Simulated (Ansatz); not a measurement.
# H5O2Si2: the cost of one run

Computed with Ansatz 0.2.0 through its Python package. Level of theory: B3LYP/def2-TZVPP.

### Step 1. The structure

Bond lengths: O1–Si2 1.636 Å, Si2–Si3 2.326 Å, Si3–O4 1.610 Å, O1–H5 1.037 Å, Si2–H6 1.482 Å, Si3–H7 1.541 Å, Si3–H8 1.458 Å, O4–H9 0.930 Å. Angles: O1–Si2–Si3 108.3°, O1–Si2–H6 107.9°, Si3–Si2–H6 110.7°, Si2–O1–H5 115.0°, Si2–Si3–O4 111.4°, Si2–Si3–H7 108.4°, Si2–Si3–H8 111.1°, O4–Si3–H7 105.6°, O4–Si3–H8 113.6°, H7–Si3–H8 106.5°, Si3–O4–H9 117.2°.

No structure file is read: the coordinates are typed or built in the script.

### Step 2. The script

File h5o2si2_tae.py:

```python
'''Atomisation energy of H5O2Si2 at the given geometry.'''

from collections import Counter

import ansatz as az
from ase import Atoms


def energy(molecule, charge=0, unpaired=0):
    calc = molecule.calculation().basis(gaussian='def2-TZVPP').functional('b3lyp').accuracy('medium')
    if charge:
        calc = calc.charge(charge)
    if unpaired:
        calc = calc.spin('collinear', total=unpaired)
    return calc.run(threads=1, pin='off').report['free_energy_ev']

atoms = Atoms(['O', 'Si', 'Si', 'O', 'H', 'H', 'H', 'H', 'H'], positions=[
    [0.0244, 1.943, -0.6294],
    [-0.0322, 1.1354, 0.7923],
    [0.4596, -1.1009, 0.3815],
    [-0.1237, -1.5779, -1.041],
    [-0.8392, 2.462, -0.8727],
    [-1.4013, 1.2784, 1.3422],
    [1.9895, -1.2502, 0.2724],
    [0.0397, -1.9427, 1.4953],
    [-0.0284, -0.9932, -1.7579],
])
mol = az.Crystal.molecule_from_ase(atoms)

# unpaired electrons of the ground-state atoms
unpaired = {'O': 2, 'Si': 2, 'H': 1}
counts = Counter(site.symbol for site in mol.cartesian_sites)
atom_energy = {s: energy(az.Crystal.molecule().atom(s, (0, 0, 0)), 0, unpaired[s]) for s in counts}
whole = energy(mol, 0, 1)
for s, e in atom_energy.items():
    print(f'{s:2s} x{counts[s]}  {e:14.5f} eV')
print(f'H5O2Si2: {whole:.5f} eV')
split = sum(counts[s] * e for s, e in atom_energy.items()) - whole
print(f'atomisation energy (no zero-point term): {split:.3f} eV, {split / sum(counts.values()):.3f} eV an atom')
```

### Step 3. What the engine is handed

The package turns the script's settings into the engine's input (first run):

```yaml
crystal:
  periodic: [false, false, false]
  atoms:
    - { symbol: O, position_ang: [0.0, 0.0, 0.0] }
accuracy: medium
basis:
  gaussian:
    orbitals: def2-TZVPP
hamiltonian:
  xc: b3lyp
magnetization:
  spin_polarized: true
  initial_magnetization: 2.0
```

### Step 4. Running it

Launch:

```sh
$ python h5o2si2_tae.py
```

**Question.** How long does this script take on 1 thread of Arm Neoverse V1, shared host, and how much memory does it need?

About 14 s, with a peak of 0.65 GiB.
